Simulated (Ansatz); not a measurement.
# TaMo2Au2: the cost of one run

Computed with Ansatz 0.2.0 (DFT PBE, scalar-relativistic, plane waves, PAW, unless a step's input says otherwise).

## 1. Starting point

It takes space group P-3m1 (No. 164, trigonal). The conventional cell has a = 4.165 Å, b = 4.165 Å, c = 6.891 Å, α = 90.00°, β = 90.00°, γ = 120.00°. Ta (site symmetry -3m) has 6 Au at 3.05 Å and 6 Mo at 3.48 Å in its first shell of neighbours. Mo (site symmetry 3m) is surrounded by 4 Au at 2.49 to 2.50 Å. Au (site symmetry 3m) has 4 Mo at 2.49 to 2.50 Å and 3 Ta at 3.05 Å in its first shell of neighbours.

Coordinates:

```cif
data_structure
_symmetry_space_group_name_H-M 'P 1'
_symmetry_Int_Tables_number 1
_cell_length_a 4.1653
_cell_length_b 4.1653
_cell_length_c 6.8911
_cell_angle_alpha 90.000
_cell_angle_beta 90.000
_cell_angle_gamma 120.000
_cell_volume 103.54
loop_
_atom_site_label
_atom_site_type_symbol
_atom_site_fract_x
_atom_site_fract_y
_atom_site_fract_z
_atom_site_occupancy
Ta1 Ta 0.00000 0.00000 0.00000 1
Mo1 Mo 0.66667 0.33333 0.36427 1
Mo2 Mo 0.33333 0.66667 0.63573 1
Au1 Au 0.66667 0.33333 0.72692 1
Au2 Au 0.33333 0.66667 0.27308 1
```

The cell is invented: species swapped into a database cell of LaAl2Ge2 (P-3m1, No. 164), with Ta on the La sites, Mo on the Al sites and Au on the Ge sites. The dimensions are guesses.

## 2. The guess as it stands, on a coarse mesh

Input file input.yaml:

```yaml
crystal:
  lattice:
    - [4.16527518, 0.0, 0.0]
    - [-2.08263759, 3.60723412, 0.0]
    - [0.0, 0.0, 6.89111364]
  atoms:
    - { symbol: Ta, position: [0.0, 0.0, 0.0] }
    - { symbol: Mo, position: [0.66666667, 0.33333333, 0.36427167] }
    - { symbol: Mo, position: [0.33333333, 0.66666667, 0.63572833] }
    - { symbol: Au, position: [0.66666667, 0.33333333, 0.7269212] }
    - { symbol: Au, position: [0.33333333, 0.66666667, 0.2730788] }
basis:
  ecutwfc: 420
kpoints:
  mp_grid: { grid: [6, 6, 4] }
hamiltonian:
  xc: pbe
scf:
  occupations: { method: gaussian, width: 0.1 }
  lower_state_search: "off"
output:
  forces: true
  stress: true
  eigenvalues: true
```

Launch:

```bash
> ansatz run input.yaml --threads 1 --pin off --max-ram 2560MiB --backend cpu --events-out ev --progress --plain --runs-dir out
```

Q: Estimate wall time and peak memory on 1 thread of Arm Neoverse N1, shared host.

About 11 s, with a peak of 0.42 GiB.
